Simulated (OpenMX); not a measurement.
Runs of OpenMX 3.8.5 on NbSi. It takes space group P4/mmm (No. 123, tetragonal). The conventional cell has a = 3.283 Å, b = 3.283 Å, c = 3.156 Å, α = 90.00°, β = 90.00°, γ = 90.00°. Nb (site symmetry 4/mmm) is surrounded by 8 Si at 2.81 Å and 2 Nb at 3.16 Å. Si (site symmetry 4/mmm) is surrounded by 8 Nb at 2.81 Å and 2 Si at 3.16 Å. The cell was built by a generator and needn't be a form met in nature.

```csv
cell,pressure (GPa)
"P4/mmm, 17.01 Å³/atom",-9.0
"P4/mmm, 16.36 Å³/atom",-3.5
"P4/mmm, 14.49 Å³/atom",20.3
"P4/mmm, 15.1 Å³/atom",(a)
"Pm-3m, 15.72 Å³/atom",(b)
```

Alike in all rows: task band structure; level PBE; potentials or basis OpenMX 2013 PBE set, Nb7.0-s3p2d2, Si7.0-s2p2d1, grid cutoff 400 Ry; no spin polarisation; k mesh 7 × 7 × 7; smearing fermi-dirac 0.05 eV.

Question: Fill in the values left out.

Answer: (a) 11.0; (b) 3.1.

Caveats: the basis of atomic orbitals isn't converged, which shifts pressures, moduli and gaps.
